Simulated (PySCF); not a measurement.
# A gas-phase reaction: CH6Ge + CH4O → CH6GeO + CH4

Wanted: the reaction energy for `[CH3][GeH3]` + `CO` → `C[O][GeH3]` + `C`.

Programs: PySCF 2.14.0. All values are calculated, for the isolated system unless a continuum is named. Atoms count from 0, parts from 1.

## 1. Starting point

Each species was relaxed by itself at PBE0-D3(BJ)/def2-SVPD.

## 2. Reaction energy: wB97M-D3(BJ)/def2-TZVPD

What the job is given:

```
{"job": {"kind": "react", "xc": "wB97M-D3(BJ)", "basis": "def2-TZVPD"}, "charge": 0, "multiplicity": 1}
-1 CH6Ge charge 0 multiplicity 1
C      0.105300     0.890460     0.364410
Ge    -0.103600    -0.904400    -0.375460
H     -0.284070     0.932440     1.390950
H     -0.441660     1.624250    -0.243520
H      1.165330     1.178740     0.384120
H     -1.590090    -1.305380    -0.398560
H      0.440270    -0.957750    -1.815030
H      0.666840    -1.929200     0.477260

-1 CH4O charge 0 multiplicity 1
C     -0.341170     0.015730    -0.026020
O      0.951160    -0.418720    -0.365880
H     -0.601920    -0.217850     1.021170
H     -1.044860    -0.518180    -0.677700
H     -0.478040     1.098830    -0.191230
H      1.596470     0.027870     0.186290

+1 CH6GeO charge 0 multiplicity 1
C      0.815380    -0.895690     0.657130
O     -0.496900    -0.404260     0.601450
Ge    -0.888480     0.864400    -0.598500
H      1.126490    -1.365820    -0.294510
H      0.865470    -1.661110     1.445080
H      1.547950    -0.104560     0.903870
H     -2.375490     1.159370    -0.389020
H     -0.593330     0.313690    -2.007760
H     -0.002290     2.094280    -0.318360

+1 CH4 charge 0 multiplicity 1
C      0.000970     0.000360     0.001530
H     -0.500740    -0.884800    -0.408540
H     -0.548140     0.902370    -0.295540
H      0.026800    -0.068150     1.096070
H      1.025960     0.052040    -0.385890
```

With the program's defaults for keys left out, this is: wB97M-D3(BJ)/def2-TZVPD reaction energy of separated species, gas phase.

Run with:

```bash
> OMP_NUM_THREADS=1 python cluster_run.py task.json out
```

The driver reads the jobs from task.json and runs them one after another.

**Question.** The jobs that follow are: PBE0-D3(BJ)/def2-TZVPD reaction energy of separated species, gas phase; MP2/def2-TZVPD reaction energy of separated species, gas phase. Predict: reaction energy (wB97M-D3(BJ)/def2-TZVPD); ΔH, ΔG at 298 K (xTB thermal terms). Thermal terms come from harmonic xTB runs on each species.

The runs gave:

```
                                                quantity                     value
               reaction energy (wB97M-D3(BJ)/def2-TZVPD)            -9.53 kcal/mol
                     ΔH, ΔG at 298 K (xTB thermal terms)       -9.5, -8.8 kcal/mol
range of the reaction energy over the runs of this table  -11.29 to -8.60 kcal/mol
```

What this shows: The reaction is exothermic by 9.5 kcal/mol in the gas phase; dispersion gives -0.06, and xTB itself gave -21.23 for the electronic energy (xTB energies and thermal terms come from the earlier relaxation of each species, not shown). No barrier was sought. xTB and this level differ widely in the electronic energy, so what comes from xTB (the thermal terms above all) is less safe here. The reaction energy runs from -11.29 (MP2/def2-TZVPD) to -8.60 kcal/mol (PBE0-D3(BJ)/def2-TZVPD).
